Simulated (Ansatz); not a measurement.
**FGaH4O2Si: a ladder of functionals and wavefunction methods**

One table from this session's results is given with a row withheld; the runs are named, their logs left out.

Computed with Ansatz 0.2.0, Gaussian basis. Level: functionals in def2-TZVPP, the program's frozen cores in correlated methods.

Levels to be run: LDA (SPW92), PBE-D4, revPBE-D4, BLYP-D4, r2SCAN-D4, B97M-V, PBE0-D4, B3LYP-D4, r2SCANh-D4, r2SCAN0-D4, HSE06-D4, BHLYP-D4, CAM-B3LYP-D4, LC-ωPBE, ωB97X-V, ωB97M-V, B2PLYP, PBE-QIDH; CCSD(T)/def2-SVP; CCSD(T)/def2-TZVPP; MP2/def2-QZVPP; extrapolation to the limit; RPA on PBE.

**Structure used throughout**

The geometry comes from an earlier relaxation with PBE0-D4 in a triple-zeta def2 set; it is a stationary point, not always the lowest conformer.

9 atoms, charge 0, spin multiplicity 1.

Atoms are counted from 1 here; the program's logs count them from 0.

Bond lengths: O1–Ga2 1.850 Å, O1–H6 0.960 Å, Si3–O4 1.612 Å, Si3–F5 1.599 Å, Si3–H7 1.496 Å, Si3–H8 1.476 Å, O4–H9 0.984 Å. Angles: Ga2–O1–H6 123.6°, O4–Si3–F5 112.7°, O4–Si3–H7 110.5°, O4–Si3–H8 109.3°, F5–Si3–H7 104.8°, F5–Si3–H8 107.2°, H7–Si3–H8 112.2°, Si3–O4–H9 114.5°.

The first run:

File in.yaml:

```yaml
crystal:
  periodic: [false, false, false]
  atoms:
    - {symbol: O, position_ang: [-1.471610, 0.589121, 1.205624]}
    - {symbol: Ga, position_ang: [-0.465955, 2.078344, 1.644796]}
    - {symbol: Si, position_ang: [1.057315, -0.517322, -0.884700]}
    - {symbol: O, position_ang: [-0.109879, -1.315884, -0.110243]}
    - {symbol: F, position_ang: [0.583658, 0.039379, -2.306527]}
    - {symbol: H, position_ang: [-2.427829, 0.551832, 1.283716]}
    - {symbol: H, position_ang: [1.461950, 0.698881, -0.113315]}
    - {symbol: H, position_ang: [2.193099, -1.427885, -1.128489]}
    - {symbol: H, position_ang: [-0.732049, -0.742765, 0.391936]}
basis:
  gaussian: {orbitals: def2-TZVPP}
hamiltonian: {xc: lda}
output: {orbitals: {seedname: orbitals}}
```

The run is started by

```sh
ansatz run in.yaml --threads 4 --pin off --events-out ev --progress --plain --max-ram 10444MiB
```

Among the steps run: LDA; PBE-D4 (GGA); revPBE-D4 (GGA); BLYP-D4 (GGA); r2SCAN-D4 (meta-GGA); B97M-V (meta-GGA); B3LYP-D4 (hybrid); r2SCANh-D4 (hybrid); r2SCAN0-D4 (hybrid); HSE06-D4 (hybrid); BHLYP-D4 (hybrid); CAM-B3LYP-D4 (range-separated); LC-ωPBE (range-separated); ωB97X-V (range-separated); ωB97M-V (range-separated); B2PLYP (double hybrid); PBE-QIDH (double hybrid).

One of the session's tables, all rows but one given; the rest of the session is left out.

It belongs to the step «Orbital energies across the functionals». 

```
  functional  HOMO (eV)  LUMO (eV)  gap (eV)
 LDA (SPW92)      -6.81      -2.58      4.23
      PBE-D4      -6.57      -2.33      4.24
   revPBE-D4      -6.48      -2.22      4.26
     BLYP-D4      -6.49      -2.26      4.23
   r2SCAN-D4      -6.83      -2.17      4.66
      B97M-V      -6.66      -2.21      4.45
     PBE0-D4      -7.61      -1.60      6.01
    B3LYP-D4      -7.50      -1.83      5.66
  r2SCANh-D4      -7.23      -1.90      5.32
  r2SCAN0-D4      -7.80      -1.51      6.29
    HSE06-D4      -7.21      -1.96      5.24
    BHLYP-D4      -8.57      -0.87      7.70
CAM-B3LYP-D4      -8.96      -0.68      8.28
     LC-ωPBE          ?          ?         ?
     ωB97X-V      -9.82       0.30     10.12
     ωB97M-V      -9.79       0.14      9.93
```

Q: Estimate the row for LC-ωPBE from the others.

As computed: HOMO (eV): -10.13; LUMO (eV): 0.40; gap (eV): 10.53. In the column «HOMO (eV)» it is the lowest.
